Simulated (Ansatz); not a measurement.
**GeH₄OTe: one species, many methods**

The task here is to estimate one member of a computed series from the others.

Program: Ansatz 0.2.0, Gaussian basis. Level of theory: functionals in def2-TZVPP, the program's frozen cores in correlated methods. These are calculated values, not measurements.

Plan: LDA (SPW92), PBE-D4, revPBE-D4, BLYP-D4, r2SCAN-D4, B97M-V, PBE0-D4, B3LYP-D4, r2SCANh-D4, r2SCAN0-D4, HSE06-D4, BHLYP-D4, CAM-B3LYP-D4, LC-ωPBE, ωB97X-V, ωB97M-V, B2PLYP, PBE-QIDH; CCSD(T)/def2-SVP; CCSD(T)/def2-TZVPP; MP2/def2-QZVPP; extrapolation to the limit; RPA on PBE.

## The relaxed structure

An earlier PBE0-D4 in a triple-zeta def2 set relaxation fixed the geometry. Te takes the def2 core potential; no spin-orbit term is included.

SMILES `[OH][GeH2][TeH]`, 7 atoms, charge 0, spin multiplicity 1.

Atoms are counted from 1 here; the program's logs count them from 0.

Bond lengths: O1–Ge2 1.779 Å, O1–H4 0.960 Å, Ge2–Te3 2.559 Å, Ge2–H5 1.531 Å, Ge2–H6 1.539 Å, Te3–H7 1.657 Å. Angles: Ge2–O1–H4 112.2°, O1–Ge2–Te3 111.2°, O1–Ge2–H5 104.0°, O1–Ge2–H6 110.5°, Te3–Ge2–H5 110.0°, Te3–Ge2–H6 108.1°, H5–Ge2–H6 113.0°, Ge2–Te3–H7 90.8°.

The first run:

Contents of in.yaml:

```yaml
crystal:
  periodic: [false, false, false]
  atoms:
    - {symbol: O, position_ang: [-1.527993, -0.264289, -0.854017]}
    - {symbol: Ge, position_ang: [-0.156712, 0.607737, -0.129271]}
    - {symbol: Te, position_ang: [1.978236, -0.801350, -0.201425]}
    - {symbol: H, position_ang: [-1.561720, -1.182891, -0.576284]}
    - {symbol: H, position_ang: [0.004067, 1.847474, -1.013544]}
    - {symbol: H, position_ang: [-0.452586, 0.950967, 1.341116]}
    - {symbol: H, position_ang: [1.778007, -1.225547, 1.387725]}
basis:
  gaussian: {orbitals: def2-TZVPP}
hamiltonian: {xc: lda}
output: {orbitals: {seedname: orbitals}}
```

The run is started by

```console
ansatz run in.yaml --threads 2 --pin off --events-out ev --progress --plain --max-ram 4352MiB
```

Among the steps run: LDA; PBE-D4 (GGA); revPBE-D4 (GGA); BLYP-D4 (GGA); r2SCAN-D4 (meta-GGA); B97M-V (meta-GGA); PBE0-D4 (hybrid); B3LYP-D4 (hybrid); r2SCANh-D4 (hybrid); r2SCAN0-D4 (hybrid); HSE06-D4 (hybrid); BHLYP-D4 (hybrid); CAM-B3LYP-D4 (range-separated); LC-ωPBE (range-separated); ωB97X-V (range-separated); ωB97M-V (range-separated); B2PLYP (double hybrid); PBE-QIDH (double hybrid).

One of the session's tables, all rows but one given; the rest of the session is left out.

It belongs to the step «Frontier levels by functional». 

```
  functional  HOMO (eV)  gap (eV)
 LDA (SPW92)      -5.82      3.91
      PBE-D4      -5.66      3.94
   revPBE-D4      -5.61      3.97
     BLYP-D4      -5.50      3.84
   r2SCAN-D4      -5.92      4.40
      B97M-V      -5.92      4.36
     PBE0-D4      -6.71      5.79
    B3LYP-D4      -6.49      5.31
  r2SCANh-D4      -6.30      5.07
  r2SCAN0-D4      -6.88      6.07
    HSE06-D4      -6.32      5.03
    BHLYP-D4      -7.59      7.49
CAM-B3LYP-D4      -7.92      7.95
     LC-ωPBE          ?         ?
     ωB97X-V      -8.90      9.96
     ωB97M-V      -8.79      9.65
```

**Question.** Estimate the row for LC-ωPBE.

The run gave: HOMO (eV): -9.22; gap (eV): 10.38. In the column «HOMO (eV)» it is the lowest.
